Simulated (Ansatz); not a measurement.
# CH8AlFN2Si: the cost of one run

Method: RKS PBE-D4/def2-SVP, in Ansatz 0.2.0.

**1. The system as given**

Bond lengths: N1–C2 1.495 Å, C2–F3 1.373 Å, C2–Si4 1.860 Å, C2–N5 1.475 Å, N5–Al6 1.950 Å, N1–H7 1.087 Å, N1–H8 1.055 Å, Si4–H9 1.551 Å, Si4–H10 1.428 Å, Si4–H11 1.468 Å, N5–H12 1.057 Å, Al6–H13 1.647 Å, Al6–H14 1.616 Å. Angles (14 of 21 angles, heavy atoms first): N1–C2–F3 109.0°, N1–C2–Si4 104.1°, N1–C2–N5 111.7°, F3–C2–Si4 108.8°, F3–C2–N5 110.3°, Si4–C2–N5 112.6°, C2–N5–Al6 114.5°, C2–N1–H7 106.0°, C2–N1–H8 108.5°, C2–Si4–H9 107.4°, C2–Si4–H10 112.9°, C2–Si4–H11 110.0°, C2–N5–H12 107.0°, Al6–N5–H12 103.2°.

Structure file:

```xyz
14

N     1.8931    0.3137   -0.7241
C     0.6256    0.1321    0.0468
F     0.7930    0.6438    1.3100
Si    0.4301   -1.7141    0.1682
N    -0.5180    0.7817   -0.6216
Al   -2.0980    0.9943    0.5011
H     2.1130    1.3778   -0.6935
H     1.6912    0.1434   -1.7450
H    -0.7948   -1.9930    1.0782
H     1.5555   -2.3542    0.7703
H     0.1012   -2.2728   -1.1493
H    -0.2315    1.7789   -0.8260
H    -3.4530    1.7100   -0.1013
H    -2.1203    0.4293    2.0151
```

**2. End point A**

The input, input.yaml:

```yaml
crystal:
  periodic: [false, false, false]
  atoms:
    - { symbol: "N", position_ang: [1.8931, 0.3137, -0.7241] }
    - { symbol: C, position_ang: [0.6256, 0.1321, 0.0468] }
    - { symbol: F, position_ang: [0.793, 0.6438, 1.31] }
    - { symbol: Si, position_ang: [0.4301, -1.7141, 0.1682] }
    - { symbol: "N", position_ang: [-0.518, 0.7817, -0.6216] }
    - { symbol: Al, position_ang: [-2.098, 0.9943, 0.5011] }
    - { symbol: H, position_ang: [2.113, 1.3778, -0.6935] }
    - { symbol: H, position_ang: [1.6912, 0.1434, -1.745] }
    - { symbol: H, position_ang: [-0.7948, -1.993, 1.0782] }
    - { symbol: H, position_ang: [1.5555, -2.3542, 0.7703] }
    - { symbol: H, position_ang: [0.1012, -2.2728, -1.1493] }
    - { symbol: H, position_ang: [-0.2315, 1.7789, -0.826] }
    - { symbol: H, position_ang: [-3.453, 1.71, -0.1013] }
    - { symbol: H, position_ang: [-2.1203, 0.4293, 2.0151] }
basis:
  gaussian: { orbitals: def2-SVP }
hamiltonian:
  xc: pbe
  dispersion: d4
relax:
  f_tol: 0.015
  max_steps: 40
```

Started as:

```
ansatz run input.yaml --threads 2 --pin off --max-ram 3072MiB --backend cpu --events-out ev --progress --plain --runs-dir out
```

Q: Estimate wall time and peak memory on 2 threads of AMD EPYC 9R45 (Zen 5), shared host.

About 36 s, with a peak of 0.21 GiB.
